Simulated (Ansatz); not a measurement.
# CH6SSi2: a ladder of functionals and wavefunction methods

How much do the methods differ for CH6SSi2? The plan is to run it at one geometry with functionals of several rungs and with coupled cluster. The yardstick is the atomisation energy at the CCSD(T) limit.

The runs use Ansatz 0.2.0, Gaussian basis; functionals in def2-TZVPP, the program's frozen cores in correlated methods.

Plan: LDA (SPW92), PBE-D4, revPBE-D4, BLYP-D4, r2SCAN-D4, B97M-V, PBE0-D4, B3LYP-D4, r2SCANh-D4, r2SCAN0-D4, HSE06-D4, BHLYP-D4, CAM-B3LYP-D4, LC-ωPBE, ωB97X-V, ωB97M-V, B2PLYP, PBE-QIDH; CCSD(T)/def2-SVP; CCSD(T)/def2-TZVPP; MP2/def2-QZVPP; extrapolation to the limit; RPA on PBE.

### 1 The relaxed structure

The geometry comes from an earlier relaxation with PBE0-D4 in a triple-zeta def2 set; it is a stationary point, not always the lowest conformer.

10 atoms, charge 0, spin multiplicity 1.

Atoms are counted from 1 here; the program's logs count them from 0.

Bond lengths: C1–Si2 1.899 Å, C1–S4 1.842 Å, C1–H5 1.091 Å, C1–H6 1.091 Å, Si2–Si3 2.320 Å, Si2–H7 1.487 Å, Si2–H8 1.490 Å, Si3–S4 2.160 Å, Si3–H9 1.490 Å, Si3–H10 1.487 Å. Angles: Si2–C1–S4 100.0°, Si2–C1–H5 113.5°, Si2–C1–H6 115.1°, S4–C1–H5 109.8°, S4–C1–H6 109.3°, H5–C1–H6 108.8°, C1–Si2–Si3 84.4°, C1–Si2–H7 110.3°, C1–Si2–H8 116.0°, Si3–Si2–H7 111.7°, Si3–Si2–H8 123.6°, H7–Si2–H8 108.7°, Si2–Si3–S4 79.4°, Si2–Si3–H9 118.5°, Si2–Si3–H10 121.5°, S4–Si3–H9 113.8°, S4–Si3–H10 113.2°, H9–Si3–H10 107.8° and more.

### 2 LDA

This LDA is Slater exchange with PW92 correlation.

Input file in.yaml:

```yaml
crystal:
  periodic: [false, false, false]
  atoms:
    - {symbol: C, position_ang: [-0.576707, 1.262134, 0.093251]}
    - {symbol: Si, position_ang: [-0.831310, -0.520086, -0.510280]}
    - {symbol: Si, position_ang: [1.324299, -0.855283, 0.279612]}
    - {symbol: S, position_ang: [0.830541, 1.008261, 1.253902]}
    - {symbol: H, position_ang: [-0.282671, 1.951333, -0.699479]}
    - {symbol: H, position_ang: [-1.419630, 1.691401, 0.636377]}
    - {symbol: H, position_ang: [-1.839852, -1.211985, 0.336059]}
    - {symbol: H, position_ang: [-1.218813, -0.677177, -1.940562]}
    - {symbol: H, position_ang: [2.458209, -0.749715, -0.680601]}
    - {symbol: H, position_ang: [1.639035, -1.950183, 1.234624]}
basis:
  gaussian: {orbitals: def2-TZVPP}
hamiltonian: {xc: lda}
output: {orbitals: {seedname: orbitals}}
```

Started as:

```
$ ansatz run in.yaml --threads 2 --pin off --events-out ev --progress --plain --max-ram 4352MiB
```

After this run come: PBE-D4 (GGA); revPBE-D4 (GGA); BLYP-D4 (GGA); r2SCAN-D4 (meta-GGA); B97M-V (meta-GGA); PBE0-D4 (hybrid); B3LYP-D4 (hybrid); r2SCANh-D4 (hybrid); r2SCAN0-D4 (hybrid); HSE06-D4 (hybrid); BHLYP-D4 (hybrid); CAM-B3LYP-D4 (range-separated); LC-ωPBE (range-separated); ωB97X-V (range-separated); ωB97M-V (range-separated); B2PLYP (double hybrid); PBE-QIDH (double hybrid); CCSD(T) in def2-SVP; CCSD(T) in def2-TZVPP; MP2 in def2-QZVPP; RPA on PBE orbitals.

Before running them: what should the planned runs give, taken together? Wanted: atomisation energy, CCSD(T)/CBS; farthest beyond LDA; mean size of error, GGA; mean size of error, meta-GGA; mean size of error, hybrid; mean size of error, range-separated; mean size of error, double hybrid; gap, smallest and largest; T1 diagnostic.

The runs gave:

```
                               quantity                                                            value
        atomisation energy, CCSD(T)/CBS                                                        33.796 eV
    functionals within 0.169 eV (0.5 %)  r2SCAN-D4, PBE0-D4, r2SCANh-D4, HSE06-D4, CAM-B3LYP-D4, ωB97M-V
                    farthest beyond LDA                                             BHLYP-D4 (-0.701 eV)
                mean size of error, GGA                                                         0.353 eV
           mean size of error, meta-GGA                                                         0.188 eV
             mean size of error, hybrid                                                         0.201 eV
    mean size of error, range-separated                                                         0.224 eV
      mean size of error, double hybrid                                                         0.425 eV
              gap, smallest and largest                        4.16 eV (LDA (SPW92)), 11.04 eV (LC-ωPBE)
                          T1 diagnostic                                                           0.0125
triples share of the correlation energy                                                            4.3 %
```

In words: The LDA atomisation energy is off by 4.203 eV (12 %): it overbinds. PBE-D4 misses by +0.182 eV. Double hybrids carry the basis error of their MP2 part in triple zeta, and no dispersion term here, so their miss is partly the set-up's. By mean error the best rung here is meta-GGA (0.188 eV) and the worst beyond LDA is double hybrid (0.425 eV). The gap between the best rungs is small, so their order is not settled. Misses under about 0.169 eV are within the doubt on the reference itself, which lacks core-valence correlation, relativity and higher excitations. Hartree-Fock recovers 74 % of the binding; the rest is correlation. CCSD(T) in def2-SVP is off by -2.497 eV, so the small basis spoils what the method gains. Orbital gaps span 4.2 to 11.0 eV; exact exchange widens them.
